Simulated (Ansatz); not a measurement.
# CH₆CuNO: basis-set convergence

The task here is to estimate one member of a computed series from the others.

Method: one geometry, several basis sets; program: Ansatz 0.2.0, Gaussian basis.

Plan: PBE0-D4/def2-SVP; ωB97M-V/def2-SVP; PBE0-D4/def2-QZVPP; ωB97M-V/def2-QZVPP; the functionals' def2-TZVPP values are taken from earlier runs.

## The relaxed structure

The geometry comes from an earlier relaxation with PBE0-D4 in a triple-zeta def2 set; it is a stationary point, not always the lowest conformer.

SMILES `C[O][Cu-][NH3+]`, 10 atoms, charge 0, spin multiplicity 1.

Atoms are counted from 1 here; the program's logs count them from 0.

Bond lengths: C1–O2 1.384 Å, C1–H5 1.105 Å, C1–H6 1.105 Å, C1–H7 1.102 Å, O2–Cu3 1.784 Å, Cu3–N4 1.921 Å, N4–H8 1.015 Å, N4–H9 1.015 Å, N4–H10 1.016 Å. Angles: O2–C1–H5 113.8°, O2–C1–H6 113.8°, O2–C1–H7 109.7°, H5–C1–H6 106.4°, H5–C1–H7 106.3°, H6–C1–H7 106.3°, C1–O2–Cu3 123.9°, O2–Cu3–N4 175.6°, Cu3–N4–H8 111.6°, Cu3–N4–H9 111.3°, Cu3–N4–H10 111.2°, H8–N4–H9 107.6°, H8–N4–H10 107.5°, H9–N4–H10 107.5°.

Geometry (Å):

```mol
CH6CuNO
  3D, bonds by distance, orders not assigned

 10  9  0  0  0  0  0  0  0  0999 V2000
   -0.3733    1.7591   -1.3583 C   0  0
    0.6656    1.0645   -0.7645 O   0  0
    0.4381   -0.3516    0.2960 Cu  0  0
    0.3384   -1.8834    1.4516 N   0  0
   -0.9823    1.1471   -2.0479 H   0  0
   -1.0778    2.2111   -0.6370 H   0  0
    0.0308    2.5908   -1.9582 H   0  0
    0.0948   -1.6196    2.4012 H   0  0
   -0.3611   -2.5440    1.1278 H   0  0
    1.2268   -2.3741    1.4894 H   0  0
  1  2  8  0
  2  3  8  0
  3  4  8  0
  1  5  8  0
  1  6  8  0
  1  7  8  0
  4  8  8  0
  4  9  8  0
  4 10  8  0
M  END
```

The first run:

File in.yaml:

```yaml
crystal:
  periodic: [false, false, false]
  atoms:
    - {symbol: C, position_ang: [-0.373307, 1.759109, -1.358342]}
    - {symbol: O, position_ang: [0.665616, 1.064460, -0.764519]}
    - {symbol: Cu, position_ang: [0.438106, -0.351607, 0.295987]}
    - {symbol: N, position_ang: [0.338400, -1.883379, 1.451608]}
    - {symbol: H, position_ang: [-0.982294, 1.147140, -2.047943]}
    - {symbol: H, position_ang: [-1.077788, 2.211076, -0.637026]}
    - {symbol: H, position_ang: [0.030814, 2.590815, -1.958157]}
    - {symbol: H, position_ang: [0.094766, -1.619562, 2.401213]}
    - {symbol: H, position_ang: [-0.361141, -2.543964, 1.127835]}
    - {symbol: H, position_ang: [1.226827, -2.374079, 1.489355]}
basis:
  gaussian: {orbitals: def2-SVP}
hamiltonian: {xc: pbe0, dispersion: d4}
output: {orbitals: {seedname: orbitals}}
```

Command:

```bash
> ansatz run in.yaml --threads 2 --pin off --events-out ev --progress --plain --max-ram 32768MiB --backend cpu
```

Steps of the session up to this table: PBE0-D4 in def2-SVP; ωB97M-V in def2-SVP; PBE0-D4 in def2-QZVPP; ωB97M-V in def2-QZVPP.

One table of the session follows, with a row left open; its other results are not shown here.

It belongs to the step «Density functionals: the series». 

```
functional       basis  HOMO (eV)
   PBE0-D4    def2-SVP          ?
   PBE0-D4  def2-TZVPP      -5.28
   PBE0-D4  def2-QZVPP      -5.35
   ωB97M-V    def2-SVP      -7.17
   ωB97M-V  def2-TZVPP      -7.69
   ωB97M-V  def2-QZVPP      -7.76
```

**Question.** Estimate the row for PBE0-D4, def2-SVP.

**Answer.** HOMO (eV): -4.77. In the column «HOMO (eV)» it is the highest.
